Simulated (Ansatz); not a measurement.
# C₂H₈AlBO₂S: one species, many methods

Aim: compute C₂H₈AlBO₂S with functionals from several rungs and with coupled cluster. The yardstick is the atomisation energy at the CCSD(T) limit.

The runs use Ansatz 0.2.0, Gaussian basis; functionals in def2-TZVPP, the program's frozen cores in correlated methods.

The runs, in order: PBE-D4, r2SCAN-D4, PBE0-D4, B3LYP-D4, ωB97X-V, ωB97M-V, B2PLYP; CCSD(T)/def2-TZVPP; MP2/def2-QZVPP; extrapolation to the limit.

### Step 1. The geometry

The geometry comes from an earlier relaxation with PBE0-D4 in a triple-zeta def2 set; it is a stationary point, not always the lowest conformer.

SMILES `[CH3][Al]([CH3])[S]B(O)O`, 15 atoms, charge 0, spin multiplicity 1.

Atoms are counted from 1 here; the program's logs count them from 0.

Bond lengths: C1–Al2 1.960 Å, C1–H8 1.096 Å, C1–H9 1.096 Å, C1–H10 1.094 Å, Al2–C3 1.944 Å, Al2–S4 2.191 Å, C3–H11 1.092 Å, C3–H12 1.095 Å, C3–H13 1.095 Å, S4–B5 1.853 Å, B5–O6 1.355 Å, B5–O7 1.358 Å, O6–H14 0.959 Å, O7–H15 0.959 Å. Angles: Al2–C1–H8 113.3°, Al2–C1–H9 113.3°, Al2–C1–H10 109.1°, H8–C1–H9 107.7°, H8–C1–H10 106.6°, H9–C1–H10 106.4°, C1–Al2–C3 122.4°, C1–Al2–S4 121.6°, C3–Al2–S4 116.0°, Al2–C3–H11 112.5°, Al2–C3–H12 110.5°, Al2–C3–H13 111.2°, H11–C3–H12 107.7°, H11–C3–H13 108.2°, H12–C3–H13 106.6°, Al2–S4–B5 107.9°, S4–B5–O6 125.9°, S4–B5–O7 117.9° and more.

### Step 2. PBE-D4 (GGA)

in.yaml

```yaml
crystal:
  periodic: [false, false, false]
  atoms:
    - {symbol: C, position_ang: [1.470306, -0.903435, -0.648607]}
    - {symbol: Al, position_ang: [0.352831, -0.134403, 0.766503]}
    - {symbol: C, position_ang: [0.804607, -0.287261, 2.650948]}
    - {symbol: S, position_ang: [-1.497339, 0.945510, 0.307001]}
    - {symbol: B, position_ang: [-1.734891, 0.912131, -1.530210]}
    - {symbol: O, position_ang: [-0.874932, 0.381032, -2.433364]}
    - {symbol: O, position_ang: [-2.866370, 1.469230, -2.034895]}
    - {symbol: H, position_ang: [0.950357, -1.656619, -1.250764]}
    - {symbol: H, position_ang: [1.880087, -0.153019, -1.334352]}
    - {symbol: H, position_ang: [2.328629, -1.406112, -0.193327]}
    - {symbol: H, position_ang: [0.151169, 0.313411, 3.286951]}
    - {symbol: H, position_ang: [0.724666, -1.328610, 2.981398]}
    - {symbol: H, position_ang: [1.838506, 0.020588, 2.836315]}
    - {symbol: H, position_ang: [-0.084217, 0.000956, -2.045773]}
    - {symbol: H, position_ang: [-3.443409, 1.826601, -1.357834]}
basis:
  gaussian: {orbitals: def2-TZVPP}
hamiltonian: {xc: pbe, dispersion: d4}
output: {forces: true, orbitals: {seedname: orbitals}}
```

Command:

```sh
$ ansatz run in.yaml --threads 2 --pin off --events-out ev --progress --plain --max-ram 20480MiB --backend cuda --devices 0, --max-vram 18GiB
```

After this run come: r2SCAN-D4 (meta-GGA); PBE0-D4 (hybrid); B3LYP-D4 (hybrid); ωB97X-V (range-separated); ωB97M-V (range-separated); B2PLYP (double hybrid); CCSD(T) in def2-TZVPP; MP2 in def2-QZVPP.

Before running them: what should the planned runs give, taken together? Wanted: atomisation energy, CCSD(T)/CBS; farthest; mean size of error, hybrid; mean size of error, range-separated; gap, smallest and largest; T1 diagnostic; triples share of the correlation energy.

As calculated:

| quantity | value |
| --- | --- |
| atomisation energy, CCSD(T)/CBS | 1408.1 kcal/mol |
| functionals within 7.0 kcal/mol (0.5 %) | PBE0-D4, B3LYP-D4, ωB97X-V, ωB97M-V |
| farthest | PBE-D4 (+24.1 kcal/mol) |
| mean size of error, hybrid | 2.8 kcal/mol |
| mean size of error, range-separated | 3.7 kcal/mol |
| gap, smallest and largest | 4.86 eV (PBE-D4), 11.06 eV (ωB97X-V) |
| T1 diagnostic | 0.0118 |
| triples share of the correlation energy | 3.9 % |

In words: PBE-D4 misses by +24.1 kcal/mol. Double hybrids carry the basis error of their MP2 part in triple zeta, and no dispersion term here, so their miss is partly the set-up's. The reference freezes the cores and leaves out relativity and excitations past (T), so misses under about 7.0 kcal/mol can't be ranked. Hartree-Fock recovers 74 % of the binding; the rest is correlation. The gap grows from 4.9 to 11.1 eV across the functionals, mostly with the share of exact exchange.
